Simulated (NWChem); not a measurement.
# One shape, several levels: AsP3 (PPPAs tetrahedron)

Aim: a comparison of 4 runs (HF/def2-SVP, B2PLYP/6-31G, PBE0/def2-SVP, SVWN5/6-311G**) of AsP3 (PPPAs tetrahedron). 

The results are computed with NWChem 7.3.0.

### 1 Starting point

AsP3: 4 atoms, total charge 0, spin state singlet. Geometry: a GFN2-xTB relaxation, a rough one for these elements and not checked as a minimum.

Bond lengths: P1–P2 2.172 Å, P1–P3 2.172 Å, P2–P3 2.172 Å, P1–As4 2.293 Å, P2–As4 2.293 Å, P3–As4 2.292 Å. Some angles: P1–P2–P3 60.0°, P1–P2–As4 61.7°, P3–P2–As4 61.7°, P2–P1–P3 60.0°, P2–P1–As4 61.7°, P3–P1–As4 61.7°, P1–P3–P2 60.0°, P1–P3–As4 61.7°, P2–P3–As4 61.7°, P1–As4–P2 56.6°.

### 2 Energy and gradient at HF/def2-SVP (run 1)

Contents of run.py:

```python
from ase import Atoms
from ase.calculators.nwchem import NWChem

system = Atoms('PPPAs', positions=[
    [-0.414920, -0.222900, 1.257480],
    [0.106750, -1.187460, -0.617550],
    [1.224360, 0.547660, 0.058750],
    [-0.916180, 0.862700, -0.698690],
])

calc = NWChem(
    label='asp3',
    theory='scf',
    memory='2200 mb',
    basis='def2-SVP',
    basispar='spherical bse',
    scf={'nopen': '0', 'rhf': None, 'thresh': '1e-08', 'maxiter': '80'},
)
system.calc = calc

forces = system.get_forces()
print("Total energy (eV):", round(system.get_potential_energy(), 6))
print("forces (eV/A):")
for s, f in zip(system.symbols, forces):
    print(f"{s:2s} {f[0]:10.5f} {f[1]:10.5f} {f[2]:10.5f}")
print("dipole (e A):", system.get_dipole_moment().round(4))
```

The run is started by

```bash
$ export ASE_NWCHEM_COMMAND="nwchem PREFIX.nwi > PREFIX.nwo"
$ python run.py
```

The program printed:

```text
Total energy (eV): -88596.082056
forces (eV/A):
P    -0.28987   -0.04386    0.59033
P    -0.02257   -0.54420   -0.37698
P     0.56209    0.35625   -0.02494
As   -0.24971    0.23186   -0.18841
dipole (e A): [-0.0566  0.0534 -0.0433]
```

The calculator wrote asp3.nwi:

```
title "asp3"

permanent_dir asp3

scratch_dir asp3

start asp3

geometry units angstrom nocenter noautosym noautoz
  P  -4.1492000000000001e-01 -2.2289999999999999e-01 1.2574799999999999e+00
  P  1.0675000000000000e-01 -1.1874600000000000e+00 -6.1755000000000004e-01
  P  1.2243599999999999e+00 5.4766000000000004e-01 5.8749999999999997e-02
  As -9.1617999999999999e-01 8.6270000000000002e-01 -6.9869000000000003e-01
end

memory 2200 mb

basis spherical bse noprint
   * library def2-SVP
end

scf
  nopen 0
  rhf
  thresh 1e-08
  maxiter 80
end

task scf gradient
```

asp3.nwo:

```text
Northwest Computational Chemistry Package (NWChem) 7.3.0
             --------------------------------------------------------

           Job information
           ---------------

    nwchem branch   = 7.3.0
    use scalapack   = T
    input           = asp3.nwi
    prefix          = asp3.
    data base       = asp3/asp3.db
    status          = startup
    nproc           =        1

           Memory information
           ------------------

    heap     =     72089596 doubles =      550.0 Mbytes
    stack    =     72089601 doubles =      550.0 Mbytes
    global   =    144179200 doubles =     1100.0 Mbytes (distinct from heap & stack)
    total    =    288358397 doubles =     2200.0 Mbytes
    verify   = yes
    hardfail = no

[... 131 lines left out ...]
 Convergence threshold     :          1.000E-08
[... 12 lines left out ...]
       Final RHF  results
[... 3 lines left out ...]
      One-electron energy =  -5541.357809052215
[... 1 line left out ...]
 Nuclear repulsion energy =    507.225511348996
[... 57 lines left out ...]
                       ROHF Final Molecular Orbital Analysis
[... 208 lines left out ...]
  wavefunction    =   RHF

                         RHF ENERGY GRADIENTS

    atom               coordinates                        gradient
                 x          y          z           x          y          z
   1 P      -0.784085  -0.421220   2.376293    0.005637   0.000853  -0.011480
   2 P       0.201728  -2.243974  -1.167000    0.000439   0.010583   0.007331
   3 P       2.313705   1.034927   0.111021   -0.010931  -0.006928   0.000485
   4 As     -1.731329   1.630267  -1.320333    0.004856  -0.004509   0.003664

                 ----------------------------------------
                 |  Time  |  1-e(secs)   |  2-e(secs)   |
                 ----------------------------------------
                 |  CPU   |       0.00   |       2.82   |
                 ----------------------------------------
                 |  WALL  |       0.00   |       2.82   |
                 ----------------------------------------

 Task  times  cpu:       16.1s     wall:       16.1s
 Total times  cpu:       16.1s     wall:       16.1s
```

Run time: 17 s. Hardware: 1 thread of AMD EPYC 7R13 (Zen 3), shared host; peak memory 0.1 GiB.

### 3 The energy at B2PLYP/6-31G (run 2)

Contents of asp3.nw:

```
start asp3
title "AsP3"
memory stack 880 mb heap 220 mb global 1100 mb

geometry noautosym nocenter noautoz
  P    -0.414920   -0.222900    1.257480
  P     0.106750   -1.187460   -0.617550
  P     1.224360    0.547660    0.058750
  As   -0.916180    0.862700   -0.698690
end

basis spherical bse
  * library 6-31G
end

dft
  xc hfexch 0.53 becke88 0.47 lyp 0.73 mp2 0.27
  dftmp2 semidirect
  grid xfine
  convergence energy 1e-08
  maxiter 100
  mulliken
  print low
end

mp2
  freeze core 24
end

task dft energy
```

The run is started by

```bash
$ nwchem asp3.nw > asp3.out
```

The program printed:

```text
[...]
 d= 0,ls=0.0,diis     1  -3258.3799373550 -3.77D+03  1.90D-02  2.97D-01     2.6
[...]
 d= 0,ls=0.0,diis     8  -3258.4397167481 -1.49D-09  3.67D-06  2.95D-08    14.2
         Total DFT energy =    -3258.439716748132
      One electron energy =    -5540.875549631510
           Coulomb energy =     1927.290628125646
    Exchange-Corr. energy =     -152.080306591264
 Nuclear repulsion energy =      507.225511348996
[...]
      Total Density - Mulliken Population Analysis
     ---------------------------------------------
    Atom       Charge   Shell Charges
 -----------   ------   -------------------------------------------------------
    1 P   15    15.06   2.00  2.00  5.97  1.30  2.32  0.79  0.69
    2 P   15    15.06   2.00  2.00  5.97  1.30  2.32  0.79  0.69
    3 P   15    15.06   2.00  2.00  5.97  1.30  2.32  0.79  0.69
    4 As  33    32.81   2.00  2.00  6.00  2.00  5.98  1.56  2.40  0.49  0.38  6.92  3.07
[...]
  Basis functions       =     66
[...]
```

Wall time 18 s (1 thread of AMD EPYC 7R13 (Zen 3), shared host); peak memory 0.15 GiB.

Run 3 isn't shown in full; the table further down has it.

### 4 Energy and gradient at SVWN5/6-311G(d,p) (run 4)

Contents of asp3.xyz:

```xyz
4
AsP3 gradient
P     -0.414920    -0.222900     1.257480
P      0.106750    -1.187460    -0.617550
P      1.224360     0.547660     0.058750
As    -0.916180     0.862700    -0.698690
```

Contents of asp3.nw:

```
start asp3
title "AsP3 gradient"
memory stack 880 mb heap 220 mb global 1100 mb

geometry noautosym nocenter noautoz
  load asp3.xyz
end

basis spherical bse
  * library 6-311G**
end

dft
  xc slater vwn_5
  grid fine
  convergence energy 1e-08
  iterations 100
  mulliken
  noprint "final vectors analysis"
end

task dft gradient
```

The run is started by

```bash
$ nwchem asp3.nw > asp3.out
```

The program printed:

```text
[...]
          Wavefunction type:  closed shell.
          No. of atoms     :     4
          No. of electrons :    78
[...]
          Charge           :     0
          Spin multiplicity:     1
[...]
          AO basis - number of functions:   122
[...]
              XC Information
              --------------
                        Slater Exchange Functional  1.000 local
                      VWN V Correlation Functional  1.000 local
[...]
 d= 0,ls=0.0,diis     1  -3252.8925807570 -3.76D+03  8.13D-03  1.80D+01     2.5
[...]
 d= 0,ls=0.0,diis    11  -3252.9922544564 -2.22D-09  2.76D-07  1.25D-09    18.2
         Total DFT energy =    -3252.992254456412
      One electron energy =    -5541.875805722653
           Coulomb energy =     1927.408066548030
    Exchange-Corr. energy =     -145.750026630787
 Nuclear repulsion energy =      507.225511348997
[...]
      Total Density - Mulliken Population Analysis
     ---------------------------------------------
    Atom       Charge   Shell Charges
 -----------   ------   -------------------------------------------------------
    1 P   15    14.94   0.79  1.18  0.90  1.09  1.00  1.02  2.03  3.82  0.66  1.97  0.39  0.10
    2 P   15    14.94   0.79  1.18  0.90  1.09  1.00  1.02  2.03  3.82  0.66  1.97  0.39  0.10
    3 P   15    14.94   0.79  1.18  0.90  1.09  1.00  1.02  2.03  3.82  0.66  1.97  0.39  0.10
    4 As  33    33.18   0.77  1.19  1.02  0.96  0.83  1.20  1.32  0.65  0.50  5.47  4.61  1.33  0.46  1.79  0.90  8.10  1.82  0.26
[...]
  wavefunction    = closed shell
                         DFT ENERGY GRADIENTS
    atom               coordinates                        gradient
                 x          y          z           x          y          z
   1 P      -0.784085  -0.421220   2.376293    0.007890   0.001183  -0.016056
   2 P       0.201728  -2.243974  -1.167000    0.000603   0.014765   0.010253
   3 P       2.313705   1.034927   0.111021   -0.015219  -0.009672   0.000708
   4 As     -1.731329   1.630267  -1.320333    0.006726  -0.006276   0.005094
[...]
```

It took 25 s on 1 thread of AMD EPYC 7R13 (Zen 3), shared host; peak memory 0.12 GiB.

### 5 All runs side by side

```csv
run,level,task,iteration cap,energy (Eh),dipole moment (D),largest force (eV/Å),wall time
1,HF/def2-SVP,gradient,80,-3255.845990,0.43,0.666,17 s
2,B2PLYP/6-31G,energy,100,-3258.570774,–,–,18 s
3,PBE0/def2-SVP,gradient,100,-3258.749382,0.54,0.957,18 s
4,SVWN5/6-311G**,gradient,100,-3252.992254,0.30,0.928,25 s
```

### 6 Outcome

| quantity | value |
| --- | --- |
| run 4: total energy | -3252.99225 Eh |
| run 4: dipole moment | 0.30 D |
| run 4: largest force on an atom | 0.928 eV/Å |

What this shows: Over runs 1, 3, 4 the dipole moment (its size) runs from 0.30 D (SVWN5/6-311G**) to 0.54 D (PBE0/def2-SVP). The two ends differ in method and basis. Totals of different functionals can't be ranked against each other. All runs together took 78 s, the longest 25 s.
